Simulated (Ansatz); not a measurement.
# BClH₂O₂: taking an electron away

The task here is to estimate one member of a computed series from the others.

Program: Ansatz 0.2.0, Gaussian basis. Level of theory: unrestricted cation, the program's frozen cores in correlated methods. These are calculated values, not measurements.

Levels to be run: UKS PBE-D4/def2-TZVPP; UKS r2SCAN-D4/def2-TZVPP; UKS PBE0-D4/def2-TZVPP; UKS B3LYP-D4/def2-TZVPP; UKS wB97X-V/def2-TZVPP; UKS wB97M-V/def2-TZVPP; UKS B2PLYP/def2-TZVPP; UHF-CCSD(T)/def2-TZVPP; UHF-CCSD(T)/def2-QZVPP; extrapolation to the limit; then −ε(HOMO) from the neutral's earlier runs with LDA (SPW92), PBE-D4, revPBE-D4, BLYP-D4, r2SCAN-D4, B97M-V, PBE0-D4, B3LYP-D4, r2SCANh-D4, r2SCAN0-D4, HSE06-D4, BHLYP-D4, CAM-B3LYP-D4, LC-ωPBE, ωB97X-V, ωB97M-V.

### Structure used throughout

All runs share one geometry, relaxed beforehand with PBE0-D4 in a triple-zeta def2 set.

SMILES `OB(O)Cl`, 6 atoms, charge 0, spin multiplicity 1.

Atoms are counted from 1 here; the program's logs count them from 0.

Bond lengths: O1–B2 1.357 Å, O1–H5 0.960 Å, B2–O3 1.349 Å, B2–Cl4 1.771 Å, O3–H6 0.962 Å. Angles: B2–O1–H5 113.5°, O1–B2–O3 121.0°, O1–B2–Cl4 120.9°, O3–B2–Cl4 118.0°, B2–O3–H6 112.0°.

Geometry (Å):

```mol
BClH2O2
  3D, bonds by distance, orders not assigned

  6  5  0  0  0  0  0  0  0  0999 V2000
    0.1578    1.0254   -0.4421 O   0  0
   -0.1280   -0.2276   -0.0073 B   0  0
    0.6092   -0.8139    0.9581 O   0  0
   -1.4814   -1.1414   -0.6917 Cl  0  0
   -0.4344    1.3365   -1.1300 H   0  0
    1.3190   -0.2430    1.2670 H   0  0
  1  2  8  0
  2  3  8  0
  2  4  8  0
  1  5  8  0
  3  6  8  0
M  END
```

Set-up of the first run:

Contents of in.yaml:

```yaml
crystal:
  periodic: [false, false, false]
  atoms:
    - {symbol: O, position_ang: [0.157763, 1.025353, -0.442076]}
    - {symbol: B, position_ang: [-0.128038, -0.227550, -0.007300]}
    - {symbol: O, position_ang: [0.609247, -0.813859, 0.958057]}
    - {symbol: Cl, position_ang: [-1.481443, -1.141367, -0.691707]}
    - {symbol: H, position_ang: [-0.434413, 1.336483, -1.130037]}
    - {symbol: H, position_ang: [1.318984, -0.242961, 1.266962]}
basis:
  gaussian: {orbitals: def2-TZVPP}
total_charge: 1
magnetization: {spin_polarized: true, initial_magnetization: 1}
hamiltonian: {xc: pbe, dispersion: d4}
```

The run is started by

```
$ ansatz run in.yaml --threads 2 --pin off --events-out ev --progress --plain --max-ram 32768MiB --backend cpu
```

Steps of the session up to this table: Cation, UKS PBE-D4/def2-TZVPP; Cation, UKS r2SCAN-D4/def2-TZVPP; Cation, UKS PBE0-D4/def2-TZVPP; Cation, UKS B3LYP-D4/def2-TZVPP; Cation, UKS wB97X-V/def2-TZVPP; Cation, UKS wB97M-V/def2-TZVPP; Cation, UKS B2PLYP (frozen core)/def2-TZVPP; Cation, UHF-CCSD(T)/def2-TZVPP; Cation, UHF-CCSD(T)/def2-QZVPP.

One table of the session follows, with a row left open; its other results are not shown here.

It belongs to the step «Ionisation energies side by side». For comparison, −ε(HOMO) of the neutral from earlier runs:

```
  functional  −ε(HOMO) (eV)
 LDA (SPW92)           7.79
      PBE-D4           7.64
   revPBE-D4           7.58
     BLYP-D4           7.48
   r2SCAN-D4           8.01
      B97M-V           8.11
     PBE0-D4           9.14
    B3LYP-D4           8.85
  r2SCANh-D4           8.56
  r2SCAN0-D4              ?
    HSE06-D4           8.73
    BHLYP-D4          10.49
CAM-B3LYP-D4          10.56
     LC-ωPBE          12.03
     ωB97X-V          11.63
     ωB97M-V          11.46
```

**Question.** Estimate the row for r2SCAN0-D4.

Worked estimate for «−ε(HOMO) (eV)». Against the share of exact exchange, r2SCAN-D4 (0, 8.01), r2SCANh-D4 (0.1, 8.56) give a slope of 5.50 per unit share; at 0.25 the line stands at 9.38.

The run gave: −ε(HOMO) (eV): 9.39. In «−ε(HOMO) (eV)» the line misses by -0.01.
